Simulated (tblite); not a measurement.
# C5H11GeNO: the cost of one run

The runs use tblite 0.8.0 and PySCF 2.14.0, with density-fitted response routines of our own; the level of theory stands in each step. All values are computed, except where a source is named. Atoms are numbered from 0 throughout.

## (1) Starting geometry

19 atoms, charge 0, multiplicity 1; geometry from: force field or distance geometry start.

Bonds of the start (Å): C0–C1 1.49, C1–O2 1.21, C1–C3 1.48, C3–C4 1.49, C4–N5 1.43, N5–C6 1.46, C6–Ge7 1.97, Ge7–C3 1.96, C0–H8 1.13, C0–H9 1.13, C0–H10 1.09, C3–H11 1.13, C4–H12 1.11, C4–H13 1.12, N5–H14 1.05, C6–H15 1.08, C6–H16 1.11, Ge7–H17 1.52, Ge7–H18 1.52.

## (2) Optimising the geometry with GFN2-xTB

The job: settings as JSON, then the geometry in Å.

```
{"job": {"kind": "relax", "xc": "GFN2-xTB", "basis": "xTB"}, "charge": 0, "multiplicity": 1}
C     -2.650000    -0.177500    -0.588200
C     -1.457300     0.618100    -0.197200
O     -1.402800     1.812300    -0.406300
C     -0.317700    -0.046800     0.462800
C      0.343700    -1.145100    -0.293300
N      1.502100    -0.666500    -0.972500
C      2.448500    -0.108800    -0.014900
Ge     1.166900     1.199000     0.721700
H     -3.455000     0.564200    -0.872500
H     -3.102400    -0.713800     0.297300
H     -2.445900    -0.847700    -1.427900
H     -0.636900    -0.471100     1.461000
H      0.610800    -2.042600     0.296300
H     -0.364200    -1.506000    -1.076600
H      1.339500     0.046400    -1.723000
H      3.302300     0.385600    -0.465300
H      2.717300    -0.794600     0.809100
H      1.445300     1.507200     2.186700
H      0.946000     2.396900    -0.189500
```

Run with:

```console
$ OMP_NUM_THREADS=1 python probes_run.py task.json out
```

One launch serves the whole session: the jobs run in the order shown.

Q: Estimate the wall time and peak memory of this first job on 1 thread of Arm Neoverse V2, shared host.

About 1.1 s, with a peak of 0.18 GiB.
